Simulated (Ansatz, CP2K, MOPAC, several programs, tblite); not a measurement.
Energy against volume for InSb built on the zincblende prototype, at fixed shape and fractional coordinates, computed by several methods (PBE and r2SCAN, where shown, with plane waves in Ansatz); the cell shown is that of r2SCAN. It is cubic, F-43m (No. 216); conventional cell a = 6.559 Å, 35.27 Å³ an atom. In is surrounded by 4 Sb at 2.84 Å; Sb is surrounded by 4 In at 2.84 Å. (Simulation; spin polarisation is off.) Energies count from each curve's lowest point; fits are third-order Birch-Murnaghan.

Space group F-43m (No. 216). a = 6.559 Å, b = 6.559 Å, c = 6.559 Å, α = 90.00°, β = 90.00°, γ = 90.00°
```json
{"atom": "In", "site": "4a", "symmetry": "-43m", "x": "0.0000", "y": "0.0000", "z": "0.0000"}
{"atom": "Sb", "site": "4d", "symmetry": "-43m", "x": "0.2500", "y": "0.2500", "z": "0.7500"}
```

PM7 (MOPAC), on the shape of the cell shown, as a cluster of 64 atoms at the zone centre:

| V (Å³/atom) | E (meV/atom) |
| --- | --- |
| 31.039 | 0.00 |
| 33.156 | 24.39 |
| 35.272 | 108.45 |
| 37.388 | 232.30 |
| 39.504 | 386.15 |

The lowest point is an end point, so the minimum isn't bracketed.

**Question.** PBE, on the shape of its own relaxed cell, gives

| V (Å³/atom) | E (meV/atom) |
| --- | --- |
| 34.360 | 17.31 |
| 35.457 | 4.13 |
| 36.553 | 0.00 |
| 37.650 | 3.47 |
| 38.747 | 13.29 |

What equilibrium volume and bulk modulus follow?

**Answer.** V₀ = 36.57 Å³ an atom and B₀ = 37 GPa.

GFN2-xTB (tblite), on the shape of the cell shown, as a cluster of 64 atoms at the zone centre:
```
V (Å³/atom)  E (meV/atom)
     31.039        188.02
     33.156         97.44
     35.272         45.69
     37.388          8.81
     39.504          0.00
```
The lowest point is an end point, so the minimum isn't bracketed.

PBE/DZVP (CP2K), on the shape of the cell shown:

| V (Å³/atom) | E (meV/atom) |
| --- | --- |
| 31.039 | 150.75 |
| 33.156 | 55.40 |
| 35.272 | 9.25 |
| 37.388 | 0.00 |
| 39.504 | 17.00 |

V₀ = 36.99 Å³ an atom and B₀ = 37 GPa.

r2SCAN, on the shape of its own relaxed cell:
```csv
V (Å³/atom),E (meV/atom)
33.156,18.36
34.214,4.11
35.272,0.00
36.330,3.94
37.388,15.13
```
V₀ = 35.25 Å³ an atom and B₀ = 42 GPa.
